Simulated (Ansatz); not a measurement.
# C₂H₆BrFGaN: up Jacob's ladder to CCSD(T)

An exercise on one series of results from a longer session: the logs are not shown, and one member is left open.

Program: Ansatz 0.2.0, Gaussian basis. Level of theory: functionals in def2-TZVPP, the program's frozen cores in correlated methods. These are calculated values, not measurements.

The runs, in order: LDA (SPW92), PBE-D4, revPBE-D4, BLYP-D4, r2SCAN-D4, B97M-V, PBE0-D4, B3LYP-D4, r2SCANh-D4, r2SCAN0-D4, HSE06-D4, BHLYP-D4, CAM-B3LYP-D4, LC-ωPBE, ωB97X-V, ωB97M-V, B2PLYP, PBE-QIDH; CCSD(T)/def2-SVP; CCSD(T)/def2-TZVPP; MP2/def2-QZVPP; extrapolation to the limit; RPA on PBE.

**Structure used throughout**

All runs share one geometry, relaxed beforehand with PBE0-D4 in a triple-zeta def2 set.

SMILES `C[N](C)[Ga]([F])[Br]`, 12 atoms, charge 0, spin multiplicity 1.

Atoms are counted from 1 here; the program's logs count them from 0.

Bond lengths: C1–N2 1.441 Å, C1–H7 1.098 Å, C1–H8 1.098 Å, C1–H9 1.092 Å, N2–C3 1.443 Å, N2–Ga4 1.795 Å, C3–H10 1.091 Å, C3–H11 1.098 Å, C3–H12 1.098 Å, Ga4–F5 1.747 Å, Ga4–Br6 2.262 Å. Angles: N2–C1–H7 111.2°, N2–C1–H8 111.2°, N2–C1–H9 110.9°, H7–C1–H8 107.5°, H7–C1–H9 107.9°, H8–C1–H9 107.9°, C1–N2–C3 114.4°, C1–N2–Ga4 123.6°, C3–N2–Ga4 122.0°, N2–C3–H10 110.8°, N2–C3–H11 111.2°, N2–C3–H12 111.1°, H10–C3–H11 108.0°, H10–C3–H12 108.0°, H11–C3–H12 107.5°, N2–Ga4–F5 117.9°, N2–Ga4–Br6 124.3°, F5–Ga4–Br6 117.8°.

Set-up of the first run:

File in.yaml:

```yaml
crystal:
  periodic: [false, false, false]
  atoms:
    - {symbol: C, position_ang: [-0.607706, -0.580663, 1.148324]}
    - {symbol: N, position_ang: [0.011804, 0.003233, -0.014247]}
    - {symbol: C, position_ang: [1.032789, -0.816210, -0.622098]}
    - {symbol: Ga, position_ang: [-0.433959, 1.611672, -0.673732]}
    - {symbol: F, position_ang: [0.413145, 2.175273, -2.094333]}
    - {symbol: Br, position_ang: [-2.020038, 2.958793, 0.213021]}
    - {symbol: H, position_ang: [0.131832, -0.777207, 1.936396]}
    - {symbol: H, position_ang: [-1.092389, -1.535559, 0.903607]}
    - {symbol: H, position_ang: [-1.368114, 0.085059, 1.560933]}
    - {symbol: H, position_ang: [1.462590, -0.318007, -1.492604]}
    - {symbol: H, position_ang: [0.623595, -1.781122, -0.950781]}
    - {symbol: H, position_ang: [1.846460, -1.025282, 0.085513]}
basis:
  gaussian: {orbitals: def2-TZVPP}
hamiltonian: {xc: lda}
output: {orbitals: {seedname: orbitals}}
```

Steps of the session up to this table: LDA; PBE-D4 (GGA); revPBE-D4 (GGA); BLYP-D4 (GGA); r2SCAN-D4 (meta-GGA); B97M-V (meta-GGA); PBE0-D4 (hybrid); B3LYP-D4 (hybrid); r2SCANh-D4 (hybrid); r2SCAN0-D4 (hybrid); HSE06-D4 (hybrid); BHLYP-D4 (hybrid); CAM-B3LYP-D4 (range-separated); LC-ωPBE (range-separated); ωB97X-V (range-separated); ωB97M-V (range-separated); B2PLYP (double hybrid); PBE-QIDH (double hybrid).

One of the session's tables, all rows but one given; the rest of the session is left out.

It belongs to the step «Frontier levels by functional». 

| functional | HOMO (eV) | gap (eV) |
| --- | --- | --- |
| LDA (SPW92) | -5.78 | 3.42 |
| PBE-D4 | -5.62 | 3.58 |
| revPBE-D4 | -5.55 | 3.65 |
| BLYP-D4 | -5.52 | 3.51 |
| r2SCAN-D4 | -5.85 | 4.09 |
| B97M-V | ? | ? |
| PBE0-D4 | -6.88 | 5.79 |
| B3LYP-D4 | -6.69 | 5.27 |
| r2SCANh-D4 | -6.33 | 4.91 |
| r2SCAN0-D4 | -7.05 | 6.13 |
| HSE06-D4 | -6.48 | 5.02 |
| BHLYP-D4 | -8.10 | 7.91 |
| CAM-B3LYP-D4 | -8.26 | 8.14 |
| LC-ωPBE | -9.58 | 10.80 |
| ωB97X-V | -9.25 | 10.27 |
| ωB97M-V | -9.17 | 9.97 |

Estimate the missing values for B97M-V.

The run gave: HOMO (eV): -5.95; gap (eV): 4.08. In the column «HOMO (eV)» it lies between r2SCANh-D4 (-6.33) and r2SCAN-D4 (-5.85).
